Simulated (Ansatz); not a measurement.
# MgO: a single-point run

The task is a single-point run on MgO. The structure is shown as the input types it.

Method: density functional or hybrid calculation with the settings of its input, plane waves (as first typed), in Ansatz 0.2.0.

### 1 The system as given

Symmetry: Fm-3m, No. 225, cubic system. Conventional cell: a = 4.204 Å, b = 4.204 Å, c = 4.204 Å, α = 90.00°, β = 90.00°, γ = 90.00°. Mg (site symmetry m-3m) has 6 O at 2.10 Å as nearest neighbours. O (site symmetry m-3m) has 6 Mg at 2.10 Å as nearest neighbours.

Coordinates:

```cif
data_structure
_symmetry_space_group_name_H-M 'P 1'
_symmetry_Int_Tables_number 1
_cell_length_a 2.9729
_cell_length_b 2.9729
_cell_length_c 2.9729
_cell_angle_alpha 60.000
_cell_angle_beta 60.000
_cell_angle_gamma 60.000
_cell_volume 18.58
loop_
_atom_site_label
_atom_site_type_symbol
_atom_site_fract_x
_atom_site_fract_y
_atom_site_fract_z
_atom_site_occupancy
Mg1 Mg 0.00000 0.00000 0.00000 1
O1 O 0.50000 0.50000 0.50000 1
```

### 2 The calculation

File input.yaml:

```yaml
crystal:
  lattice:
    - [0.0, 2.1021674158, 2.1021674158]
    - [2.1021674158, 0.0, 2.1021674158]
    - [2.1021674158, 2.1021674158, 0.0]
  atoms:
    - { symbol: Mg, position: [0.0, 0.0, 0.0] }
    - { symbol: O, position: [0.5, 0.5, 0.5] }
kpoints:
  mp_grid: { grid: [1, 1, 1] }
hamiltonian:
  xc: pbesol
scf:
  occupations: { method: fixed }
  n_extra_bands: 4
output:
  forces: true
  stress: true
  eigenvalues: true
```

The run is started by

```bash
$ ansatz run input.yaml --threads 4 --pin off --max-ram 3686MiB --backend cpu --events-out ev --progress --plain --runs-dir out
```

**Question.** How will this run end, and is anything wrong with its input?

This run ends as converged. It gives a pressure of 76 GPa, which is large; a structure far from rest gives such values too, whatever the setting.

In the input, kpoints.mp_grid.grid is [1, 1, 1]. Band dispersion is ignored when only one k-point is used.

To check: set kpoints.mp_grid.grid to [8, 8, 8].
